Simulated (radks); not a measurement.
# Ta⁺ in [Kr] 4d10 4f14 5s2 5p5 5d3 6s1 6p1: an all-electron calculation

Aim: the levels, the sizes of the orbitals and the parts of the energy of the tantalum ion Ta+.

The numbers are computed with radks (a radial shooting solver on a logarithmic mesh, Libxc functionals) version 1 (scalar-relativistic Kohn-Sham, r2SCAN, spin-polarised, spherical densities, finite nucleus; open shells are filled with parallel spins first), except any that are marked as measured or tabulated.

## Step 1: The atom as given

```
element            : tantalum (Z = 73)
charge             : +1
electrons          : 72
configuration      : [Kr] 4d10 4f14 5s2 5p5 5d3 6s1 6p1
nuclear rms radius : 5.3507 fm
```

The outer shells:

Ta⁺
```
[Kr] core
4d [↑↓][↑↓][↑↓][↑↓][↑↓]
4f [↑↓][↑↓][↑↓][↑↓][↑↓][↑↓][↑↓]
5s [↑↓]
5p [↑↓][↑↓][↑ ]
5d [↑ ][↑ ][↑ ][  ][  ]
6s [↑ ]
6p [↑ ][  ][  ]
```

## Step 2: Self-consistent calculation

Input:

```text
Z 73
configuration [Kr] 4d10 4f14 5s2 5p5 5d3 6s1 6p1
relativity scalar-relativistic
functional r2scan,r2scan
spin polarised
nucleus finite rms 5.3507 fm
c 137.035999084
```

What does the calculation give?

The runs gave:

| quantity | value |
| --- | --- |
| total energy | -15602.2418 hartree |
| exchange-correlation share of it | 2.02 % |
| −T/E | 1.0984 |
| highest occupied level | 6p up, -8.699 eV |
| most extended occupied level | 6p up, <r> = 3.60 bohr |
| radius at density 0.001 e/bohr³ | 4.68 bohr |
| maxima of the radial density | 4 |

**Reading.** The radial density shows 4 maxima for 6 occupied principal shells; where shells overlap, one shows as a shoulder or not at all. −T/E is 1.098: with relativity the kinetic term as defined here no longer equals −E. This is not the tabulated ground configuration, so its levels and sizes aren't those of the ground state, and no measured value stands beside it.
